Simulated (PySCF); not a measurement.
# CH₇BGe: fields and orbitals

Aim: take CH₇BGe and analyse its density (charges, bond critical points, surface potential), localise its valence orbitals and see where an electron leaves and enters.

The runs use PySCF 2.14.0; levels as typed in each script, gas phase, geometry from GFN2-xTB.

**1. The system as given**

10 atoms, charge 0, spin multiplicity 1.

Bond lengths: C1–B2 1.563 Å, C1–H4 1.088 Å, C1–H5 1.092 Å, C1–H6 1.091 Å, B2–Ge3 2.015 Å, B2–H7 1.171 Å, Ge3–H8 1.498 Å, Ge3–H9 1.499 Å, Ge3–H10 1.499 Å. Angles: B2–C1–H4 115.4°, B2–C1–H5 110.3°, B2–C1–H6 110.3°, H4–C1–H5 107.8°, H4–C1–H6 107.8°, H5–C1–H6 104.7°, C1–B2–Ge3 119.3°, C1–B2–H7 120.1°, Ge3–B2–H7 120.6°, B2–Ge3–H8 117.6°, B2–Ge3–H9 115.0°, B2–Ge3–H10 115.0°, H8–Ge3–H9 102.6°, H8–Ge3–H10 102.8°, H9–Ge3–H10 101.6°.

Coordinates:

```csv
atom,x (Å),y (Å),z (Å)
C1,-2.3208,0.2751,-0.0003
B2,-1.1062,-0.7091,0.0000
Ge3,0.7655,0.0365,0.0001
H4,-3.3018,-0.1944,-0.0006
H5,-2.2697,0.9395,0.8647
H6,-2.2696,0.9401,-0.8642
H7,-1.2879,-1.8659,0.0013
H8,1.9012,-0.9397,-0.0031
H9,1.0936,0.9251,-1.1615
H10,1.0934,0.9243,1.1624
```

**2. Density, bond paths and surface potential (PBE0/def2-tzvp)**

input.py

```python
import numpy as np
from pyscf import gto, scf, dft
from pyscf.scf import atom_ks, atom_hf
from scipy.linalg import block_diag

def solve(mol, dm0=None, hcore=None):
    mf = (dft.UKS if mol.spin else dft.RKS)(mol, xc='pbe0')
    mf.grids.level = 3
    mf = mf.density_fit(auxbasis='def2-universal-jkfit')
    mf.conv_tol, mf.max_cycle = 1e-8, 80
    if hcore is not None:
        mf.get_hcore = lambda *args: hcore
    mf.kernel(dm0)
    if not mf.converged:
        mf = mf.newton().run(mf.mo_coeff, mf.mo_occ, max_cycle=30)
    assert mf.converged, 'SCF not converged'
    return mf

mol = gto.M(atom='''
C     -2.32079     0.27505    -0.00028
B     -1.10624    -0.70914    -0.00002
Ge     0.76552     0.03645     0.00008
H     -3.30182    -0.19439    -0.00055
H     -2.26974     0.93948     0.86471
H     -2.26962     0.94010    -0.86424
H     -1.28787    -1.86592     0.00133
H      1.90119    -0.93972    -0.00309
H      1.09359     0.92511    -1.16154
H      1.09343     0.92427     1.16245
''', basis='def2-tzvp', charge=0, spin=0, verbose=4)
mf = solve(mol)
mf.analyze()
# spherically averaged free atoms, for the promolecule
atm = atom_ks.get_atm_nrks(mol, xc='pbe0')
pro = block_diag(*[(atm[a[0]][2] * atm[a[0]][3]) @ atm[a[0]][2].T for a in mol._atom])
np.savez('result.npz', e=mf.e_tot, c=mf.mo_coeff, occ=mf.mo_occ, eps=mf.mo_energy, pro=pro, dip=mf.dip_moment(verbose=0), s2=mf.spin_square()[0])
```

Started as:

```bash
> OMP_NUM_THREADS=1 python input.py
```

**4. Localised orbitals (PBE0/aug-cc-pvdz)**

input.py

```python
import numpy as np
from pyscf import gto, scf, dft, lo
from pyscf.data.elements import chemcore

def solve(mol, dm0=None, hcore=None):
    mf = (dft.UKS if mol.spin else dft.RKS)(mol, xc='pbe0')
    mf.grids.level = 3
    mf = mf.density_fit(auxbasis='def2-universal-jkfit')
    mf.conv_tol, mf.max_cycle = 1e-8, 80
    if hcore is not None:
        mf.get_hcore = lambda *args: hcore
    mf.kernel(dm0)
    if not mf.converged:
        mf = mf.newton().run(mf.mo_coeff, mf.mo_occ, max_cycle=30)
    assert mf.converged, 'SCF not converged'
    return mf

mol = gto.M(atom='''
C     -2.32079     0.27505    -0.00028
B     -1.10624    -0.70914    -0.00002
Ge     0.76552     0.03645     0.00008
H     -3.30182    -0.19439    -0.00055
H     -2.26974     0.93948     0.86471
H     -2.26962     0.94010    -0.86424
H     -1.28787    -1.86592     0.00133
H      1.90119    -0.93972    -0.00309
H      1.09359     0.92511    -1.16154
H      1.09343     0.92427     1.16245
''', basis='aug-cc-pvdz', charge=0, spin=0, verbose=4)
mf = solve(mol)
occ_all = mf.mo_coeff[:, mf.mo_occ > 0]
occ = occ_all[:, chemcore(mol):]
pm = lo.PM(mol, occ, pop_method='meta_lowdin')
loc = pm.kernel()
for _ in range(5):
    new, stable = pm.stability_jacobi(return_status=True)
    if stable:
        break
    loc = pm.kernel(new)
fock, s = mf.get_fock(), mf.get_ovlp()
ortho = lo.orth_ao(mol, 'meta_lowdin')
labels = mol.ao_labels(fmt=None)
vir = loc[:, :0]
both = np.hstack([loc, vir])
p = (ortho.T @ s @ both) ** 2
pop = np.array([p[[l[0] == a for l in labels]].sum(0) for a in range(mol.natm)])
spd = np.array([[p[[l[0] == a and l[2][-1] == k for l in labels]].sum(0) for k in 'spd'] for a in range(mol.natm)])
eps = np.einsum('pi,pq,qi->i', both, fock, both)
for i in np.argsort(eps):
    top = np.argsort(-pop[:, i])[:3]
    print('%3d %s %9.4f Eh ' % (i + 1, 'occ' if i < loc.shape[1] else 'vir', eps[i]), '  '.join('%s%d %.3f' % (mol.atom_symbol(a), a + 1, pop[a, i]) for a in top))
np.savez('result.npz', c=both, nocc=loc.shape[1], pop=pop, spd=spd, eps=eps, e=mf.e_tot)
```

**6. Removing and adding an electron (BLYP/def2-svpd)**

input.py

```python
import numpy as np
from pyscf import gto, scf, dft
from pyscf.scf import atom_ks, atom_hf
from scipy.linalg import block_diag

def solve(mol, dm0=None, hcore=None):
    mf = (dft.UKS if mol.spin else dft.RKS)(mol, xc='blyp')
    mf.grids.level = 3
    mf = mf.density_fit(auxbasis='def2-universal-jkfit')
    mf.conv_tol, mf.max_cycle = 1e-8, 80
    if hcore is not None:
        mf.get_hcore = lambda *args: hcore
    mf.kernel(dm0)
    if not mf.converged:
        mf = mf.newton().run(mf.mo_coeff, mf.mo_occ, max_cycle=30)
    assert mf.converged, 'SCF not converged'
    return mf

mol = gto.M(atom='''
C     -2.32079     0.27505    -0.00028
B     -1.10624    -0.70914    -0.00002
Ge     0.76552     0.03645     0.00008
H     -3.30182    -0.19439    -0.00055
H     -2.26974     0.93948     0.86471
H     -2.26962     0.94010    -0.86424
H     -1.28787    -1.86592     0.00133
H      1.90119    -0.93972    -0.00309
H      1.09359     0.92511    -1.16154
H      1.09343     0.92427     1.16245
''', basis='def2-svpd', charge=0, spin=0, verbose=4)
mf = solve(mol)
out = dict(e0=mf.e_tot, dm0=mf.make_rdm1(), c=mf.mo_coeff, occ=mf.mo_occ, eps=mf.mo_energy)
for name, dq, spin in [('cation', 1, 1), ('anion', -1, 1)]:
    ion = mol.copy().set(charge=mol.charge + dq, spin=spin).build()
    mi = solve(ion)
    if spin and dq > 0 and mol.nao < 130:
        c, _, stable, _ = mi.stability(return_status=True)
        if not stable:
            mi = solve(ion, mi.make_rdm1(c, mi.mo_occ))
    print(name, 'vertical energy change / eV', (mi.e_tot - mf.e_tot) * 27.211386)
    out.update({'e_' + name: mi.e_tot, 'dm_' + name: mi.make_rdm1(), 's2_' + name: mi.spin_square()[0], 'eps_' + name: mi.mo_energy, 'occ_' + name: mi.mo_occ})
# spherically averaged free atoms, for the promolecule
atm = atom_ks.get_atm_nrks(mol, xc='blyp')
pro = block_diag(*[(atm[a[0]][2] * atm[a[0]][3]) @ atm[a[0]][2].T for a in mol._atom])
np.savez('result.npz', pro=pro, **out)
```

(Steps that only read results are left out.)

**Question.** What will these runs give? Wanted: dipole moment; HOMO, LUMO; vertical ionisation energy; vertical electron affinity.

The runs gave:

| quantity | value |
| --- | --- |
| dipole moment (PBE0/def2-tzvp) | 1.43 D |
| HOMO, LUMO (PBE0/def2-tzvp) | -8.16, -1.99 eV |
| localised occupied orbitals above −45 eV (PBE0/aug-cc-pvdz) | 14 |
| vertical ionisation energy (BLYP/def2-svpd) | 9.98 eV |
| vertical electron affinity (BLYP/def2-svpd) | 0.09 eV |

**Reading.** At PBE0/def2-tzvp: The highest Hirshfeld charge is on Ge3 (+0.20 e), the lowest on C1 (−0.19 e). The ionisation energy from two SCF runs, 9.98 eV, lies 3.1 eV above −ε(HOMO) = 6.86 eV of the same level, BLYP/def2-svpd, since self-interaction lifts this functional's HOMO. All values hold at the given geometry, in the gas phase.
